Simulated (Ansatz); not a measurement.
# Al3Au (I4/mmm) in Ansatz: a series of runs

Runs on Al3Au. Level: PBEsol. Tasks: band structure.

All numbers are computed with Ansatz 0.2.0; they aren't measurements. Logs are shortened: lines on timing, memory, paths and dates and some standing lists are left out, and cuts for length are marked.

## 1. The structure

It takes space group I4/mmm (No. 139, tetragonal). Conventional cell: a = 4.051 Å, b = 4.051 Å, c = 8.113 Å, α = 90.00°, β = 90.00°, γ = 90.00°. Around Au (site symmetry 4/mmm) lie 12 Al at 2.86 to 2.87 Å. Al (site symmetry 4/mmm) is surrounded by 4 Au at 2.86 Å and 8 Al at 2.87 Å. Around Al (site symmetry -4m2) lie 8 Al at 2.86 to 2.87 Å and 4 Au at 2.87 Å.

The cell comes from a database or a generator and needn't be the stable form of this composition.

## 2. Band structure, PBEsol

Input file input.yaml:

```yaml
crystal:
  lattice:
    - [-2.025333, 2.025333, 4.0566]
    - [2.025333, -2.025333, 4.0566]
    - [2.025333, 2.025333, -4.0566]
  atoms:
    - { symbol: Au, position: [0.0, 0.0, 0.0] }
    - { symbol: Al, position: [0.5, 0.5, 0.0] }
    - { symbol: Al, position: [0.25, 0.75, 0.5] }
    - { symbol: Al, position: [0.75, 0.25, 0.5] }
kpoints:
  mp_grid: { grid: [9, 9, 9] }
  band_path:
    path:
      - [0.0, 0.0, 0.0]
      - [0.0, 0.0, 0.5]
      - [-0.1246345671, 0.1246345671, 0.5]
      - [-0.3123172836, 0.3123172836, 0.3123172836]
      - [0.0, 0.0, 0.0]
      - [0.5, 0.5, -0.5]
      - [0.3123172836, 0.6876827164, -0.3123172836]
      - [0.0, 0.5, 0.0]
    npoints: 10
scf:
  occupations: { method: fermi_dirac, width: 0.05 }
hamiltonian:
  xc: pbesol
  pseudopotentials: { kind: all_electron, datasets: crystal }
output:
  forces: true
  stress: true
  eigenvalues: true
```

Potentials or basis: all-electron PAW datasets made for the crystal.

Started as:

```bash
$ ansatz run input.yaml --threads 2 --pin off --max-ram 8192MiB --backend cpu --events-out ev --progress --plain --runs-dir out
```

Output:

```text
Warning: RAYON_NUM_THREADS=2 ignored (pool sized by the plan → 2); use --threads N
hamiltonian.pseudopotentials.datasets: crystal makes datasets for this crystal and solves the spheres of its atoms anew in each pass: cutoff 260.0 eV, the density's 1040.0 eV; for an error of 0.50 meV an atom under PBE, 2.0 meV for the cell; an energy difference from a run of another recipe may be off by several times the error for the cell, under r2SCAN by more, where some 0.1 meV an atom stays at smaller errors; Al in spheres of 1.376 Å, 3 of its electrons in bands; Au in spheres of 1.376 Å, 11 of its electrons in bands, 8 on its site; only band paths and densities of states list, in semicore columns, the levels of the semicore shells that are solved separately: 5s of Au, 5p of Au
band count auto-derived: 17 (N_el = 20.0; filled up to band 10; 14 by the electrons, moments and atoms)
Engine: ansatz 0.2.0, aarch64-unknown-linux-gnu
Pseudopotentials: kind: all_electron
Pseudopotential: Au, paw, valence charge 19, recommended cutoff 260 eV (normal), crystal/all_electron/pbesol/scalar/gaussian/Au, Koelling and Harmon's equation, gaussian nucleus
Pseudopotential: Al, paw, valence charge 3, recommended cutoff 260 eV (normal), crystal/all_electron/pbesol/scalar/gaussian/Al, Koelling and Harmon's equation, gaussian nucleus
Functional definition: PBEsol
  exchange = pbesol_x
  correlation = pbesol_c
Crystal: 4 atoms, lattice volume = 66.560 Å³
Basis set: ecut = 260 eV, 631 PW (Γ), exchange–correlation on 54×54×54 points (8 copies of the dense FFT grid, shifted against one another)
Bands: 17, of which v1, the nominal top of the filled ones, is band 10 counted from 1 (9 counted from 0)
Symmetry: 16 space group operations
Space group: I4/mmm (ITA 139), of the structure as read, at distance tolerance 4.1e-5 Å
k-points: 75 of 729
Non-local potential: Au, projectors of the file, l = 0: 1, l = 1: 1, l = 2: 2
Non-local potential: Al, projectors of the file, l = 0: 1, l = 1: 1
PAW form: soft (Blöchl's): semilocal exchange-correlation on the pseudo side does not see the compensation charge
PAW one-centre angular grid: Au, 590 points (default); XC on its mesh's 1815 points in the sphere
PAW one-centre angular grid: Al, 110 points (default); XC on its mesh's 2005 points in the sphere
Initial density: superposition of atomic densities (neutral atoms: chi_scale 0, normalization atom)
Initial wavefunctions: pseudopotential atomic-orbital guess
Functional: x = pbesol(κ = 0.804, μ = 0.12345679012345678), c = pbesol(β = 0.046)
iter 1 solved again at ethr=3.96e-2 eV; its pass at ethr=1.00e-1 eV (dr2=7.92e0 eV) is discarded
SCF iter   1: F=—  HF=-536868.365329 eV  |F-HF|=—  |Δ(HF+E_count)|=         —  Δρ=9.77e-2  dr2=8.76e0  ethr=3.96e-2  ⟨swp⟩=2.2  Hψ=7354  notcnv=0
preconditioner: auto → Kerker (q_TF=auto, 2.233 Å⁻¹)  [metal: Δε(μ)=0.027 eV  Ē_g=8.238 eV  σ=0.050 eV  W_gap=0.14  n_scr=14 (ndim 8)  ℏωp=20.4 eV  f_vac=0.007  D(μ)=1.37/eV (n_scr^D=10)]
iter 2 solved again at ethr=2.93e-3 eV; its pass at ethr=3.96e-2 eV (dr2=5.87e-1 eV) is discarded
SCF iter   2: F=—  HF=-536867.113873 eV  |F-HF|=—  |Δ(HF+E_count)|=    1.25e0  Δρ=2.64e-2  dr2=5.80e-1  ethr=2.93e-3  ⟨swp⟩=2.7  Hψ=5161  notcnv=0  defer=5
SCF iter   3: F=—  HF=-536866.905916 eV  |F-HF|=—  |Δ(HF+E_count)|=   2.08e-1  Δρ=6.97e-3  dr2=2.95e-2  ethr=2.90e-3  ⟨swp⟩=2.7  Hψ=2625  notcnv=0  defer=2
SCF iter   4: F=—  HF=-536866.939794 eV  |F-HF|=—  |Δ(HF+E_count)|=   3.39e-2  Δρ=5.78e-3  dr2=2.39e-2  ethr=1.48e-4  ⟨swp⟩=3.2  Hψ=4027  notcnv=0  defer=2
SCF iter   5: F=—  HF=-536866.942137 eV  |F-HF|=—  |Δ(HF+E_count)|=   2.34e-3  Δρ=7.78e-4  dr2=5.00e-4  ethr=1.19e-4  ⟨swp⟩=3.1  Hψ=2584  notcnv=0  defer=1
SCF iter   6: F=—  HF=-536866.944011 eV  |F-HF|=—  |Δ(HF+E_count)|=   1.87e-3  Δρ=6.65e-4  dr2=3.53e-4  ethr=2.50e-6  ⟨swp⟩=3.0  Hψ=3198  notcnv=0
SCF iter   7: F=—  HF=-536866.943937 eV  |F-HF|=—  |Δ(HF+E_count)|=   7.42e-5  Δρ=1.06e-4  dr2=7.56e-6  ethr=1.76e-6  ⟨swp⟩=2.6  Hψ=2121  notcnv=0
SCF iter   8: F=—  HF=-536866.943931 eV  |F-HF|=—  |Δ(HF+E_count)|=   6.11e-6  Δρ=5.36e-5  dr2=1.82e-6  ethr=3.78e-8  ⟨swp⟩=3.0  Hψ=2658  notcnv=0
SCF iter   9: F=-536866.943930 eV  HF=-536866.943930 eV  |F-HF|=6.07e-8  |Δ(HF+E_count)|=   5.85e-7  Δρ=7.38e-6  dr2=7.59e-8  ethr=9.09e-9  ⟨swp⟩=3.0  Hψ=2361  notcnv=0
SCF 1 converged in 9 iterations: F = -536866.943935 eV  dr2 = 7.59e-8
  Residual-converged pass: ⟨swp⟩=3.9  Hψ=2979  notcnv=0  max |occ|·‖R‖ = 6.6e-6 eV (tolerance 6.7e-6 eV)  dr2=8.18e-8  dr2_onsite=1.04e-8  max |Δocc| = 2.7e-9
NSCF: frozen V_eff on 71 k-points
SCF converged after 9 iterations
Free energy (F): -536866.943935 eV
Harris-Foulkes:  -536866.943935 eV  (|F-HF|=6.07e-8)
Internal energy: -536866.932442 eV  (E = F + TS)
E sigma→0 (E₀):  -536866.938188 eV
Entropy (-TS):   -0.011493 eV (-2.873 meV/atom)
Past the cutoff: the bands carry plane waves up to 1.75 times it, of which those up to 1.5 times it add -0.000291 eV an atom, each by itself; the spheres take 0.000151 eV an atom off the energy for waves past 1.75 times it
By the cutoff:   a pressure is off by up to 0.006 GPa (1.2 times the spheres' own share and the shells' term, over an atom's volume, and 0.004 GPa: a bound that held against runs at twice the plane waves)
Past the cutoffs: a stress includes 0.0009 GPa for waves and charges beyond them, in addition to the slope of what the spheres take
In the spheres:  the bands' charges fall short by 1.4e-6 e at most (sound up to 1e-3), those of shells solved beside the bands by 3.7e-7 e (sound up to 5e-4)
Fermi energy:    14.072378 eV
--- Per-component energies (eV) ---
  E_band       = 180.708346
  E_kinetic    = 242.727190
  E_local      = -2744.296989  (includes V_loc(G=0)·N_el)
  E_nonlocal   = 275.629180
  E_hartree    = 1365.540474
  E_xc         = -157.063394
  E_vxc        = -190.981511  (∫ρ·V_xc dr)
  E_paw        = -540093.347540  (= ΣΔE_a)
  E_vpaw       = -6756.384859  (= ΣTr[D̂ρ^β])
  E_ewald      = -2379.073140
  E_smearing   = -0.011493  (= −TS)
  E_closure    = 6622.951777  (closes the sum)
  Σ components = -536866.943935   (vs F -536866.943935, Δ=0.00e0)
  The terms above E_closure are by the made datasets' own strengths, without shells solved beside the bands.
--- Forces (eV/Å), atoms counted from 1 ---
  atom   1  Au     0.00000000     0.00000000    -0.00000000
  atom   2  Al    -0.00000000     0.00000000     0.00000000
  atom   3  Al     0.00000000     0.00000000     0.00000000
  atom   4  Al     0.00000000     0.00000000     0.00000000
  max |Σ_I F_I| component: 1.73e-17 eV/Å
--- Stress (GPa, compression-positive) ---
       -2.472108      -0.000000       0.000000
       -0.000000      -2.472108      -0.000000
        0.000000      -0.000000      -2.923566
  P = ⅓ Tr σ = -2.6226 GPa (-26.226 kbar)
  It holds what live shells' own plane waves past their cutoff add
--- Band table (eV; the first three rows and the last of 75) ---
  k-point 0: bands = ["2.8396", "8.0126", "8.0737", "8.2847", "8.2847", "8.7898", "11.4557", "14.0986", "14.0986", "14.4335", "14.7920", "14.9059", "14.9059", "14.9243", "16.2666"]
  k-point 1: bands = ["3.0779", "8.0692", "8.1331", "8.1618", "8.2113", "8.6563", "11.8256", "13.0765", "13.1267", "13.4943", "13.6976", "14.5793", "16.5270", "17.0069", "17.7730"]
  k-point 2: bands = ["3.7794", "7.7689", "8.1182", "8.2550", "8.2587", "8.3824", "11.6413", "12.0933", "12.3366", "12.7990", "13.0227", "14.6724", "15.0440", "18.6777", "19.3467"]
  k-point 74: bands = ["5.1492", "5.3377", "7.7464", "8.6777", "8.7306", "8.7560", "8.7629", "10.7860", "11.7405", "14.2092", "15.6420", "18.5627", "19.2067", "19.4360", "19.8350"]
```

Wall time 11 s (2 threads of Arm Neoverse V2, shared host); peak memory 0.57 GiB.

What came out:

```yaml
Free_energy: -536866.9439 eV
Pressure: -2.6 GPa
Band_gap_along_the_path: none (metal or under the smearing width)
```

Stress tensor (GPa, compression positive):
```
-2.47  0.00  0.00
 0.00 -2.47  0.00
 0.00  0.00 -2.92
```

Levels at the corners of the path, in eV from the Fermi level:
```csv
point,band 7,band 8,band 9,band 10,band 11,band 12
Γ,-2.62,0.03,0.03,0.36,0.72,0.83
X,-4.55,-4.44,-4.00,-2.14,-1.55,2.10
Y,-4.65,-4.59,-3.79,-0.76,-0.39,2.66
S,-4.93,-4.73,-0.73,0.81,1.42,2.67
Γ,-2.62,0.03,0.03,0.36,0.72,0.83
Z,-5.23,-2.53,-2.53,-0.38,1.00,5.11
S1,-4.93,-4.73,-0.73,0.81,1.42,2.67
N,-4.82,-3.53,-1.77,0.39,1.27,1.55
```

Caveat: spin-orbit coupling is left out, which moves the levels of the heavy elements.

## 3. Band structure, PBEsol

Edit input.yaml of step 2 so:

```diff
@@ -27,3 +27,6 @@
   xc: pbesol
-  pseudopotentials: { kind: all_electron, datasets: crystal }
+  pseudopotentials:
+    kind: all_electron
+    lapw: { basis_error: 0.002 }
+    dirac_shells: { Al: ["2p"], Au: ["4p", "4d"] }
 output:
```

Potentials or basis: all-electron LAPW, inner shells corrected to Dirac's equation.

Started as:

```bash
$ ansatz run input.yaml --threads 2 --pin off --max-ram 8192MiB --backend cpu --events-out ev --progress --plain --runs-dir out
```

It took 24 s on 2 threads of Arm Neoverse V2, shared host; peak memory 0.5 GiB.

Results (log left out):

| Property | Result |
| --- | --- |
| Free energy | -537845.5595 eV |
| Pressure | -2.6 GPa |
| Band gap along the path | none (metal or under the smearing width) |

Stress tensor (GPa, compression positive):
```
-2.43  0.00  0.00
 0.00 -2.43  0.00
 0.00  0.00 -2.89
```

Levels at the corners of the path, in eV from the Fermi level:
| point | band 30 | band 31 | band 32 | band 33 | band 34 | band 35 |
| --- | --- | --- | --- | --- | --- | --- |
| Γ | -2.62 | 0.03 | 0.03 | 0.36 | 0.72 | 0.83 |
| X | -4.55 | -4.44 | -4.00 | -2.14 | -1.55 | 2.10 |
| Y | -4.65 | -4.59 | -3.79 | -0.76 | -0.39 | 2.66 |
| S | -4.93 | -4.73 | -0.73 | 0.81 | 1.42 | 2.67 |
| Γ | -2.62 | 0.03 | 0.03 | 0.36 | 0.72 | 0.83 |
| Z | -5.23 | -2.53 | -2.53 | -0.38 | 1.00 | 5.11 |
| S1 | -4.93 | -4.73 | -0.73 | 0.81 | 1.42 | 2.67 |
| N | -4.82 | -3.53 | -1.77 | 0.39 | 1.26 | 1.55 |

Caveat: spin-orbit coupling is left out, which moves the levels of the heavy elements.
